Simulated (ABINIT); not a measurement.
# WS2 (P6_3/mmc) in ABINIT: a series of runs

Aim: see how the results for WS2 move with the level of theory and the settings. Levels: LDA, PBE. Tasks: single point.

All numbers are computed with ABINIT 10.8.3 (patched build); they aren't measurements. Logs are shortened: lines on timing, memory, paths and dates and some standing lists are left out, and cuts for length are marked. The log counts tension as positive stress, the text compression.

## Step 1: The crystal as given

It takes space group P6_3/mmc (No. 194, hexagonal). The conventional cell has a = 3.180 Å, b = 3.180 Å, c = 12.500 Å, α = 90.00°, β = 90.00°, γ = 120.00°. S (site symmetry 3m) is surrounded by 3 W at 2.41 Å. W (site symmetry -6m2) is surrounded by 6 S at 2.41 Å.

## Step 2: Single point, LDA

run.abi

```
pp_dirpath "./"
pseudos "S.upf, W.upf"

acell 3*1.0 Angstrom
rprim
     3.1800000000     0.0000000000     0.0000000000
    -1.5900000000     2.7539607840     0.0000000000
     0.0000000000     0.0000000000    12.5000000000
ntypat 2
znucl 16 74
natom 6
typat 1 1 1 1 2 2
xred
     0.3333333333     0.6666666667     0.6250000000
     0.6666666667     0.3333333333     0.1250000000
     0.3333333333     0.6666666667     0.8750000000
     0.6666666667     0.3333333333     0.3750000000
     0.3333333333     0.6666666667     0.2500000000
     0.6666666667     0.3333333333     0.7500000000

ecut 952.398519 eV

kptopt 1
ngkpt 8 8 2
nshiftk 1
shiftk 0.0 0.0 0.0

ixc 7

nband 32
occopt 3
tsmear 0.00183747

nstep 100
tolvrs 1.0e-10

iomode 3
prtwf 0
prtden 0
prteig 0
prtebands 0
prtvol 2
```

Potentials or basis: PseudoDojo NC SR LDA v0.4.1 standard.

On the command line:

```
$ abinit run.abi > log 2>&1
```

run.abo:

```text
.Version 10.8.3 of ABINIT
 Symmetries : space group P6_3/m m c (#194); Bravais hP (primitive hexag.)
================================================================================
 Values of the parameters that define the memory need of the present run
     intxc =       0    ionmov =       0      iscf =       7    lmnmax =       8
     lnmax =       8     mgfft =     128  mpssoang =       4    mqgrid =    6291
     natom =       6  nloc_mem =       1    nspden =       1   nspinor =       1
    nsppol =       1      nsym =      24    n1xccc =    2501    ntypat =       2
    occopt =       3   xclevel =       1
       mpw =        7332          nfft =      165888          nkpt =          20
================================================================================
================================================================================

--------------------------------------------------------------------------------
------------- Echo of variables that govern the present computation ------------
--------------------------------------------------------------------------------
 -outvars: echo values of preprocessed input variables --------
            acell      1.8897261259E+00  1.8897261259E+00  1.8897261259E+00 Bohr
              amu      3.20660000E+01  1.83850000E+02
             ecut      3.50000000E+01 Hartree
              ixc           7
         kptrlatt        8    0    0      0    8    0      0    0    2
          kptrlen      4.72431531E+01
            natom           6
            nband          32
            ngfft          36      36     128
             nkpt          20
            nstep         100
             nsym          24
           ntypat           2
           occopt           3
           prtden           0
        prtebands           0
           prteig           0
           prtvol           2
            prtwf           0
            rprim      3.1800000000E+00  0.0000000000E+00  0.0000000000E+00
                      -1.5900000000E+00  2.7539607840E+00  0.0000000000E+00
                       0.0000000000E+00  0.0000000000E+00  1.2500000000E+01
          spgroup         194
           tolvrs      1.00000000E-10
           tsmear      1.83747000E-03 Hartree
            typat      1  1  1  1  2  2
           xangst     -9.8556889734E-17  1.8359738560E+00  7.8125000000E+00
                       1.5900000000E+00  9.1798692800E-01  1.5625000000E+00
                      -9.8556889734E-17  1.8359738560E+00  1.0937500000E+01
                       1.5900000000E+00  9.1798692800E-01  4.6875000000E+00
                      -9.8556889734E-17  1.8359738560E+00  3.1250000000E+00
                       1.5900000000E+00  9.1798692800E-01  9.3750000000E+00
            xcart     -1.8624552942E-16  3.4694877622E+00  1.4763485359E+01
                       3.0046645402E+00  1.7347438811E+00  2.9526970717E+00
                      -1.8624552942E-16  3.4694877622E+00  2.0668879502E+01
                       3.0046645402E+00  1.7347438811E+00  8.8580912152E+00
                      -1.8624552942E-16  3.4694877622E+00  5.9053941435E+00
                       3.0046645402E+00  1.7347438811E+00  1.7716182430E+01
             xred      3.3333333333E-01  6.6666666667E-01  6.2500000000E-01
                       6.6666666667E-01  3.3333333333E-01  1.2500000000E-01
                       3.3333333333E-01  6.6666666667E-01  8.7500000000E-01
                       6.6666666667E-01  3.3333333333E-01  3.7500000000E-01
                       3.3333333333E-01  6.6666666667E-01  2.5000000000E-01
                       6.6666666667E-01  3.3333333333E-01  7.5000000000E-01
            znucl       16.00000   74.00000

================================================================================

 chkinp: Checking input parameters for consistency.

================================================================================
== DATASET  1 ==================================================================

--- !DatasetInfo
iteration_state: {dtset: 1, }
dimensions: {natom: 6, nkpt: 20, mband: 32, nsppol: 1, nspinor: 1, nspden: 1, mpw: 7332, }
cutoff_energies: {ecut:  35.0, pawecutdg:  -1.0, }
electrons: {nelect:   5.20000000E+01, charge:   0.00000000E+00, occopt:   3.00000000E+00, tsmear:   1.83747000E-03, }
meta: {optdriver: 0, ionmov: 0, optcell: 0, iscf: 7, paral_kgb: 0, }
...

 Exchange-correlation functional for the present dataset will be:
  LDA: Perdew-Wang 92 LSD fit to Ceperley-Alder data - ixc=7
  J.P.Perdew and Y.Wang, PRB 45, 13244 (1992)

 Real(R)+Recip(G) space primitive vectors, cartesian coordinates (Bohr,Bohr^-1):
 R(1)=  6.0093291  0.0000000  0.0000000  G(1)=  0.1664079  0.0960757  0.0000000
 R(2)= -3.0046645  5.2042316  0.0000000  G(2)=  0.0000000  0.1921513  0.0000000
 R(3)=  0.0000000  0.0000000 23.6215766  G(3)=  0.0000000  0.0000000  0.0423342
 Unit cell volume ucvol=  7.3873978E+02 bohr^3
[... 189 lines left out ...]
  1.69E-15 1.26E-15 1.66E-11 4.51E-11 2.11E-09 5.62E-09 1.35E-08 1.42E-07
   0.3750  0.2500  0.5000    1  5.44579E-07 kpt; spin; max resid(k); each band:
  1.71E-15 1.71E-15 8.03E-17 8.03E-17 5.73E-17 5.72E-17 4.71E-17 4.71E-17
  4.46E-16 4.46E-16 5.11E-16 5.11E-16 3.26E-16 3.26E-16 2.70E-16 2.71E-16
  4.42E-16 4.49E-16 3.20E-16 3.23E-16 3.07E-16 2.97E-16 6.79E-16 6.63E-16
  1.38E-15 4.07E-15 3.94E-12 1.24E-11 2.91E-09 4.14E-09 9.48E-08 5.45E-07
 reduced coordinates (array xred) for    6 atoms
       0.333333333333      0.666666666667      0.625000000000
       0.666666666667      0.333333333333      0.125000000000
       0.333333333333      0.666666666667      0.875000000000
       0.666666666667      0.333333333333      0.375000000000
       0.333333333333      0.666666666667      0.250000000000
       0.666666666667      0.333333333333      0.750000000000
 rms dE/dt=  8.3991E-02; max dE/dt=  1.7817E-01; dE/dt below (all hartree)
    1       0.000000000000     -0.000000000000     -0.178171598525
    2       0.000000000000      0.000000000000     -0.178171598525
    3      -0.000000000000     -0.000000000000      0.178171598525
    4       0.000000000000     -0.000000000000      0.178171598525
    5       0.000000000000      0.000000000000      0.000000000000
    6       0.000000000000      0.000000000000      0.000000000000

 cartesian coordinates (angstrom) at end:
    1     -0.00000000000000     1.83597385600000     7.81250000000000
    2      1.59000000000000     0.91798692800000     1.56250000000000
    3     -0.00000000000000     1.83597385600000    10.93750000000000
    4      1.59000000000000     0.91798692800000     4.68750000000000
    5     -0.00000000000000     1.83597385600000     3.12500000000000
    6      1.59000000000000     0.91798692800000     9.37500000000000

 cartesian forces (hartree/bohr) at end:
    1      0.00000000000000     0.00000000000000     0.00754274796046
    2      0.00000000000000     0.00000000000000     0.00754274796046
    3      0.00000000000000     0.00000000000000    -0.00754274796046
    4      0.00000000000000     0.00000000000000    -0.00754274796046
    5      0.00000000000000    -0.00000000000000    -0.00000000000000
    6     -0.00000000000000    -0.00000000000000    -0.00000000000000
 frms,max,avg= 3.5556855E-03 7.5427480E-03   0.000E+00  0.000E+00  0.000E+00 h/b

 cartesian forces (eV/Angstrom) at end:
    1      0.00000000000000     0.00000000000000     0.38786369484249
    2      0.00000000000000     0.00000000000000     0.38786369484249
    3      0.00000000000000     0.00000000000000    -0.38786369484249
    4      0.00000000000000     0.00000000000000    -0.38786369484249
    5      0.00000000000000    -0.00000000000000    -0.00000000000000
    6     -0.00000000000000    -0.00000000000000    -0.00000000000000
 frms,max,avg= 1.8284070E-01 3.8786369E-01   0.000E+00  0.000E+00  0.000E+00 e/A
 length scales=  1.889726125908  1.889726125908  1.889726125908 bohr
              =  1.000000000000  1.000000000000  1.000000000000 angstroms
 Fermi (or HOMO) energy (hartree) =   0.34455   Average Vxc (hartree)=  -0.41556
 Eigenvalues (hartree) for nkpt=  20  k points:
 kpt#   1, nband= 32, wtk=  0.00781, kpt=  0.0000  0.0000  0.0000 (reduced coord)
  -2.41625   -2.41625   -1.10196   -1.10196   -1.09595   -1.09595   -1.09595   -1.09595
  -0.24204   -0.23506   -0.18396   -0.17038    0.05127    0.08608    0.19055    0.19672
   0.19672    0.19713    0.19713    0.24192    0.24192    0.24348    0.24348    0.27055
   0.28445    0.32642    0.40837    0.40850    0.40862    0.41111    0.41319    0.41664
      occupation numbers for kpt#   1
   2.00000    2.00000    2.00000    2.00000    2.00000    2.00000    2.00000    2.00000
   2.00000    2.00000    2.00000    2.00000    2.00000    2.00000    2.00000    2.00000
   2.00000    2.00000    2.00000    2.00000    2.00000    2.00000    2.00000    2.00000
   2.00000    1.99990    0.00000    0.00000    0.00000    0.00000    0.00000    0.00000
 kpt#   2, nband= 32, wtk=  0.04688, kpt=  0.1250  0.0000  0.0000 (reduced coord)
  -2.41616   -2.41616   -1.10163   -1.10163   -1.09781   -1.09781   -1.09638   -1.09638
  -0.23261   -0.22565   -0.18007   -0.16743    0.06241    0.09704    0.17388    0.17499
   0.17601    0.20572    0.20653    0.21232    0.22805    0.22991    0.24444    0.27744
   0.28433    0.30883    0.39287    0.40160    0.40396    0.40746    0.40860    0.41120
      occupation numbers for kpt#   2
   2.00000    2.00000    2.00000    2.00000    2.00000    2.00000    2.00000    2.00000
[... 168 lines left out ...]
      occupation numbers for kpt#  19
   2.00000    2.00000    2.00000    2.00000    2.00000    2.00000    2.00000    2.00000
   2.00000    2.00000    2.00000    2.00000    2.00000    2.00000    2.00000    2.00000
   2.00000    2.00000    2.00000    2.00000    2.00000    2.00000    2.00000    2.00000
   2.00000    2.00000    0.00000    0.00000    0.00000    0.00000    0.00000    0.00000
 kpt#  20, nband= 32, wtk=  0.04688, kpt=  0.3750  0.2500  0.5000 (reduced coord)
  -2.41556   -2.41556   -1.10620   -1.10620   -1.10268   -1.10268   -1.09943   -1.09943
  -0.14992   -0.14992   -0.14453   -0.14453    0.09240    0.09240    0.09504    0.09504
   0.14327    0.14327    0.16495    0.16495    0.18642    0.18642    0.21988    0.21988
   0.29503    0.29503    0.37811    0.37811    0.42371    0.42371    0.44365    0.44365
      occupation numbers for kpt#  20
   2.00000    2.00000    2.00000    2.00000    2.00000    2.00000    2.00000    2.00000
   2.00000    2.00000    2.00000    2.00000    2.00000    2.00000    2.00000    2.00000
   2.00000    2.00000    2.00000    2.00000    2.00000    2.00000    2.00000    2.00000
   2.00000    2.00000    0.00000    0.00000    0.00000    0.00000    0.00000    0.00000
 Total charge density [el/Bohr^3]
)     Maximum=    8.4936E-01  at reduced coord.    0.7500    0.5000    0.7500
)Next maximum=    8.4936E-01  at reduced coord.    0.7500    0.2500    0.7500
)     Minimum=    8.8777E-04  at reduced coord.    0.6667    0.3333    0.1250
)Next minimum=    8.8777E-04  at reduced coord.    0.6667    0.3333    0.3750
   Integrated=    5.2000E+01

--- !EnergyTerms
iteration_state     : {dtset: 1, }
comment             : Components of total free energy in Hartree
kinetic             :  5.62038310360820E+01
hartree             :  5.35208697719718E+01
xc                  : -4.56638315966409E+01
Ewald energy        : -1.17148133687696E+02
psp_core            :  4.02195418831644E+00
local_psp           : -1.78744044579833E+02
non_local_psp       :  3.15255889419076E+01
internal            : -1.96283765925892E+02
'-kT*entropy'       : -3.67932506146500E-08
total_energy        : -1.96283765962685E+02
total_energy_eV     : -5.34115336942637E+03
band_energy         : -1.90790984928560E+01
...

 Cartesian components of stress tensor (hartree/bohr^3)
  sigma(1 1)=  2.22827864E-04  sigma(3 2)=  0.00000000E+00
  sigma(2 2)=  2.22827864E-04  sigma(3 1)=  0.00000000E+00
  sigma(3 3)=  1.59276079E-04  sigma(2 1)=  0.00000000E+00

-Cartesian components of stress tensor (GPa)         [Pressure= -5.9326E+00 GPa]
- sigma(1 1)=  6.55582210E+00  sigma(3 2)=  0.00000000E+00
- sigma(2 2)=  6.55582211E+00  sigma(3 1)=  0.00000000E+00
- sigma(3 3)=  4.68606403E+00  sigma(2 1)=  0.00000000E+00

== END DATASET(S) ==============================================================
================================================================================

 -outvars: echo values of variables after computation  --------
            acell      1.8897261259E+00  1.8897261259E+00  1.8897261259E+00 Bohr
           etotal     -1.9628376596E+02
            fcart      2.2403875600E-29  1.6815348691E-28  7.5427479605E-03
                       6.7211626801E-29  9.0544185262E-29  7.5427479605E-03
                       1.1201937800E-28  2.1989302135E-28 -7.5427479605E-03
                       2.2403875600E-29  2.7163255579E-28 -7.5427479605E-03
                       6.7211626801E-29 -6.4674418044E-29 -1.4456028966E-19
                      -2.9125038280E-28 -6.8554883127E-28 -1.4456028966E-19
            rprim      3.1800000000E+00  0.0000000000E+00  0.0000000000E+00
                      -1.5900000000E+00  2.7539607840E+00  0.0000000000E+00
                       0.0000000000E+00  0.0000000000E+00  1.2500000000E+01
           strten      2.2282786413E-04  2.2282786427E-04  1.5927607896E-04
                       0.0000000000E+00  0.0000000000E+00  0.0000000000E+00
           xangst     -9.8556889734E-17  1.8359738560E+00  7.8125000000E+00
                       1.5900000000E+00  9.1798692800E-01  1.5625000000E+00
                      -9.8556889734E-17  1.8359738560E+00  1.0937500000E+01
                       1.5900000000E+00  9.1798692800E-01  4.6875000000E+00
                      -9.8556889734E-17  1.8359738560E+00  3.1250000000E+00
                       1.5900000000E+00  9.1798692800E-01  9.3750000000E+00
             xred      3.3333333333E-01  6.6666666667E-01  6.2500000000E-01
                       6.6666666667E-01  3.3333333333E-01  1.2500000000E-01
                       3.3333333333E-01  6.6666666667E-01  8.7500000000E-01
                       6.6666666667E-01  3.3333333333E-01  3.7500000000E-01
                       3.3333333333E-01  6.6666666667E-01  2.5000000000E-01
                       6.6666666667E-01  3.3333333333E-01  7.5000000000E-01
 Calculation completed.
```

It took 2.4 min on 1 thread of Intel Xeon 6975P-C (Granite Rapids), shared host; peak memory 0.15 GiB.

What came out:

* Free energy: -5341.1534 eV
* Pressure: -5.9 GPa
* Largest force: 0.388 eV/Å
* Band gap on the k mesh: 1.12 eV, indirect (least direct gap 2.16 eV)
* Valence electrons inside the program's atomic spheres: S 3.94; W 10.17

Forces on the atoms (eV/Å):
```
S    0.000  0.000  0.388
S    0.000  0.000  0.388
S    0.000  0.000 -0.388
S    0.000  0.000 -0.388
W    0.000  0.000  0.000
W    0.000  0.000  0.000
```

Stress tensor (GPa, compression positive):
```
-6.56  0.00  0.00
 0.00 -6.56  0.00
 0.00  0.00 -4.69
```

Levels at points of the mesh, in eV from the valence-band top:
```
           k point  band 24  band 25  band 26  band 27  band 28  band 29
(0.00, 0.00, 0.00)    -1.52    -1.14     0.00     2.23     2.23     2.24
(0.50, 0.00, 0.00)    -1.81    -1.66    -1.50     2.15     2.19     2.49
(0.00, 0.00, 0.50)    -2.28    -0.31    -0.31     2.23     2.23     2.23
(0.50, 0.00, 0.50)    -1.89    -1.56    -1.56     2.17     2.17     2.63
```

Caveat: spin-orbit coupling is left out, which moves the levels of the heavy elements. A k mesh can miss the band edges.

## Step 3: Single point, PBE

run.abi, as its differences from that of step 2:

```diff
@@ -1 +1,2 @@
+# Pseudopotentials
 pp_dirpath "./"
@@ -3,2 +4,3 @@
 
+# Structure
 acell 3*1.0 Angstrom
@@ -20,4 +22,6 @@
 
-ecut 952.398519 eV
+# Plane-wave basis
+ecut 37.0
 
+# k points
 kptopt 1
@@ -27,4 +31,6 @@
 
-ixc 7
+# Exchange and correlation
+ixc 11
 
+# Bands and occupations
 nband 32
@@ -33,2 +39,3 @@
 
+# SCF cycle
 nstep 100
@@ -36,2 +43,3 @@
 
+# Output
 iomode 3
@@ -41,2 +49 @@
 prtebands 0
-prtvol 2
```

Potentials or basis: PseudoDojo NC SR PBE v0.4.1 standard.

On the command line:

```
$ abinit run.abi > log 2>&1
```

Wall time 2.8 min (1 thread of Intel Xeon 6975P-C (Granite Rapids), shared host); peak memory 0.18 GiB.

It converged, with:

- Free energy: -5334.3050 eV
- Pressure: 2.3 GPa
- Largest force: 0.134 eV/Å
- Band gap on the k mesh: 1.19 eV, indirect (least direct gap 2.19 eV)
- Valence electrons inside the program's atomic spheres: S 3.96; W 10.16

Forces in eV/Å, atoms in the order of the input:
```
S    0.000  0.000 -0.134
S    0.000  0.000 -0.134
S    0.000  0.000  0.134
S    0.000  0.000  0.134
W    0.000  0.000  0.000
W    0.000  0.000  0.000
```

Stress tensor (GPa, compression positive):
```
1.64 0.00 0.00
0.00 1.64 0.00
0.00 0.00 3.51
```

Levels at points of the mesh, in eV from the valence-band top:
| k point | band 23 | band 24 | band 25 | band 26 | band 27 | band 28 | band 29 | band 30 |
| --- | --- | --- | --- | --- | --- | --- | --- | --- |
| (0.00, 0.00, 0.00) | -2.26 | -1.57 | -1.09 | 0.00 | 2.25 | 2.25 | 2.25 | 2.26 |
| (0.50, 0.00, 0.00) | -2.02 | -1.86 | -1.67 | -1.51 | 2.20 | 2.24 | 2.56 | 2.78 |
| (0.00, 0.00, 0.50) | -2.29 | -2.29 | -0.30 | -0.30 | 2.24 | 2.24 | 2.25 | 2.30 |
| (0.50, 0.00, 0.50) | -1.94 | -1.94 | -1.58 | -1.58 | 2.22 | 2.22 | 2.69 | 2.69 |

Caveat: spin-orbit coupling is left out, which moves the levels of the heavy elements; this functional lacks dispersion, which binds the layers, so the pressure and a relaxed spacing across them are unreliable. A k mesh can miss the band edges.
